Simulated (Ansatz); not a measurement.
# Be2CdO3: the cost of one run

Computed with Ansatz 0.2.0 (DFT PBE, scalar-relativistic, plane waves, PAW, unless a step names another level, unless a step's input says otherwise).

2 further runs of the same task are left out: 2 that didn't finish.

### Step 1. The system as given

Symmetry: Cmc2_1, No. 36, orthorhombic system. Conventional cell: a = 9.094 Å, b = 5.190 Å, c = 4.727 Å, α = 90.00°, β = 90.00°, γ = 90.00°. Around Be (site symmetry 1) lie 4 O at 1.66 to 1.72 Å. Around Cd (site symmetry m) lie 5 O at 2.23 to 2.51 Å. Around O (site symmetry 1) lie 3 Be at 1.66 to 1.68 Å and 1 Cd at 2.23 Å. O (site symmetry m) is surrounded by 2 Be at 1.72 Å and 2 Cd at 2.26 to 2.30 Å.

Structure file:

```cif
data_structure
_symmetry_space_group_name_H-M 'P 1'
_symmetry_Int_Tables_number 1
_cell_length_a 5.2353
_cell_length_b 5.2353
_cell_length_c 4.7272
_cell_angle_alpha 90.000
_cell_angle_beta 90.000
_cell_angle_gamma 59.427
_cell_volume 111.55
loop_
_atom_site_label
_atom_site_type_symbol
_atom_site_fract_x
_atom_site_fract_y
_atom_site_fract_z
_atom_site_occupancy
Be1 Be 0.47475 0.16558 0.49643 1
Be2 Be 0.16558 0.47475 0.99643 1
Be3 Be 0.52525 0.83442 0.99643 1
Be4 Be 0.83442 0.52525 0.49643 1
Cd1 Cd 0.18880 0.81120 0.51296 1
Cd2 Cd 0.81120 0.18880 0.01296 1
O1 O 0.15920 0.41913 0.64741 1
O2 O 0.58087 0.84080 0.64741 1
O3 O 0.74691 0.25309 0.53966 1
O4 O 0.41913 0.15920 0.14741 1
O5 O 0.84080 0.58087 0.14741 1
O6 O 0.25309 0.74691 0.03966 1
```

It came out lowest among 21 distinct ends of the trial cells. At a tolerance of 0.02 Å it has space group Cmc2_1 (No. 36).

### Step 2. Tight relaxation for the response runs, on the response runs' mesh and smearing

input.yaml reads:

```yaml
crystal:
  lattice:
    - [4.5469145123, -2.594920627, 0.0]
    - [4.5469145123, 2.594920627, 0.0]
    - [0.0, 0.0, 4.7271711117]
  atoms:
    - { symbol: Be, position: [0.4747519816, 0.1655757361, 0.4964278606] }
    - { symbol: Be, position: [0.1655757361, 0.4747519816, 0.9964278606] }
    - { symbol: Be, position: [0.5252480184, 0.8344242639, 0.9964278606] }
    - { symbol: Be, position: [0.8344242639, 0.5252480184, 0.4964278606] }
    - { symbol: Cd, position: [0.188804964, 0.811195036, 0.5129552536] }
    - { symbol: Cd, position: [0.811195036, 0.188804964, 0.0129552536] }
    - { symbol: O, position: [0.1592032673, 0.419127731, 0.6474148156] }
    - { symbol: O, position: [0.580872269, 0.8407967327, 0.6474148156] }
    - { symbol: O, position: [0.746913065, 0.253086935, 0.5396593943] }
    - { symbol: O, position: [0.419127731, 0.1592032673, 0.1474148156] }
    - { symbol: O, position: [0.8407967327, 0.580872269, 0.1474148156] }
    - { symbol: O, position: [0.253086935, 0.746913065, 0.0396593943] }
basis:
  ecutwfc: 420
kpoints:
  mp_grid: { grid: [6, 6, 6] }
hamiltonian:
  xc: pbe
scf:
  occupations: { method: fixed }
output:
  forces: true
  stress: true
  eigenvalues: true
  write_density: true
  write_potential: true
  elf: true
  volumetric_format: npy
relax:
  adjacent_minimum: "off"
  f_tol: 0.001
  max_steps: 60
  cell: { stress_tol: 0.01 }
```

On the command line:

```
$ ansatz run input.yaml --threads 3 --pin off --max-ram 7680MiB --backend cpu --events-out ev --progress --plain --runs-dir out
```

What time and memory should one allow on 3 threads of Intel Xeon Platinum 8259CL at 2.50GHz (Skylake/Cascade Lake), shared host?

About 64 s, with a peak of 0.62 GiB.
